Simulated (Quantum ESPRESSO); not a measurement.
A run of Quantum ESPRESSO 7.5 is set up as follows.

pw.in

```
&CONTROL
  calculation = 'scf'
  prefix = 'pwscf'
  outdir = './tmp'
  pseudo_dir = './pseudo'
  tprnfor = .true.
  tstress = .true.
  disk_io = 'low'
/
&SYSTEM
  ibrav = 0
  celldm(1) = 8
  nat = 6
  ntyp = 2
  ecutwfc = 45
  ecutrho = 360
  nbnd = 28
  occupations = 'smearing'
  smearing = 'fd'
  degauss = 0.00367493
/
&ELECTRONS
  conv_thr = 1.2d-09
  electron_maxstep = 120
  mixing_beta = 0.5
/
ATOMIC_SPECIES
Ti    47.8670 ti_pbesol_v1.4.uspp.F.UPF
Si    28.0850 si_pbesol_v1.uspp.F.UPF
CELL_PARAMETERS alat
  0.0000000000000   0.9726222665735   1.0069636757708
  0.5644403955252   0.0000000000000   1.0069636757708
  0.5644403955252   0.9726222665735   0.0000000000000
ATOMIC_POSITIONS crystal
Ti     0.7500000000    0.7500000000    0.7500000000
Ti     0.5000000000    0.5000000000    0.5000000000
Si     0.4125656100    0.0874343900    0.4125656100
Si     0.0874343900    0.4125656100    0.0874343900
Si     0.1625656100    0.8374343900    0.1625656100
Si     0.8374343900    0.1625656100    0.8374343900
K_POINTS automatic
7 7 7 0 0 0
```

Contents of pp_density.in:

```
&INPUTPP
  prefix = 'pwscf'
  outdir = './tmp'
  filplot = 'density.dat'
  plot_num = 0
/
&PLOT
  nfile = 1
  filepp(1) = 'density.dat'
  iflag = 3
  output_format = 6
  fileout = 'density.cube'
/
```

Contents of pp_potential.in:

```
&INPUTPP
  prefix = 'pwscf'
  outdir = './tmp'
  filplot = 'potential.dat'
  plot_num = 11
/
&PLOT
  nfile = 1
  filepp(1) = 'potential.dat'
  iflag = 3
  output_format = 6
  fileout = 'potential.cube'
/
```

Potentials or basis: GBRV 1.5 PBEsol.

Launch:

```bash
$ OMP_NUM_THREADS=1 mpirun -n 2 pw.x -nk 2 -in pw.in > pw.out
$ OMP_NUM_THREADS=1 mpirun -n 1 pp.x -in pp_density.in > pp_density.out
$ OMP_NUM_THREADS=1 mpirun -n 1 pp.x -in pp_potential.in > pp_potential.out
```

(1) What does it give for the band gap on the k mesh?

(2) Estimate the pressure.

(3) What does it give for the largest force?

Answers

(1) none (metal or under the smearing width).

(2) -2.0 GPa.

(3) 0.046 eV/Å.
